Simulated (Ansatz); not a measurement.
This script drives Ansatz 0.2.0, Python API.

`ch5ssb_field.py`:
```python
"""Dipole of CH5SSb in the field of point charges."""

import ansatz as az
import numpy as np

BASIS_SET = "def2-SVPD"
XC = "CAM-B3LYP"

geometry_ang = [
    ("C", (-0.666, 0.7501, -0.3408)),
    ("Sb", (1.368, 0.2315, -0.4808)),
    ("S", (1.2737, -0.8336, 1.7137)),
    ("H", (-0.7603, 1.6125, 0.3957)),
    ("H", (-1.3191, -0.091, -0.07)),
    ("H", (-1.0589, 1.174, -1.3439)),
    ("H", (1.0028, -1.2711, -1.2944)),
    ("H", (0.252, -1.6296, 1.3647)),
]
system = az.Crystal.molecule()
for symbol, xyz in geometry_ang:
    system = system.atom(symbol, xyz)

base = (
    system.calculation()
    .basis(gaussian=BASIS_SET)
    .functional(XC)
    .forces()
)
# charges +q and -q at -R and +R make a nearly even field 2 k q / R^2 at the centre
centre = np.mean([site.position_ang for site in system.cartesian_sites], axis=0)
field = 2 * 14.399645 * 3.0 / 30.0 ** 2


def dipole(axis, sign):
    arm = 30.0 * np.eye(3)[axis]
    pair = [{"charge": sign * 3.0, "position_ang": (centre - arm).tolist()}, {"charge": -sign * 3.0, "position_ang": (centre + arm).tolist()}]
    deck = base.input().set(az.key.basis.gaussian.point_charges, pair)
    return np.array(az.Session.from_dict(deck).plan().execute().report["charge_distribution"]["dipole_moment_e_ang"])


print(f"field {field:.4f} V/A")
alpha = np.array([(dipole(axis, 1) - dipole(axis, -1)) / (2 * field) * 14.399645 for axis in range(3)])
print("polarisability tensor (A^3)")
print(np.array2string(alpha, precision=3, suppress_small=True))
print(f"mean {np.trace(alpha) / 3:.3f} A^3 = {np.trace(alpha) / 3 / 0.14818471:.2f} bohr^3")
```

It is started by `python ch5ssb_field.py`. Estimate its wall time and peak memory on 1 thread of Intel(R) Xeon(R) Platinum 8488C (Sapphire Rapids), on a shared host.

It took about 32 s, with a peak of 0.4 GiB, for 6 runs of the engine.

```console
$ python ch5ssb_field.py
field 0.0960 V/A
polarisability tensor (A^3)
[[11.299 -0.709  0.189]
 [-0.716 11.026 -1.344]
 [ 0.201 -1.36  12.927]]
mean 11.751 A^3 = 79.30 bohr^3
```

The geometry is a force-field or estimated start, not a minimum of this method, and the basis set is short of its limit. The field of two point charges is only nearly even. def2 sets replace the cores of elements past krypton by effective core potentials.
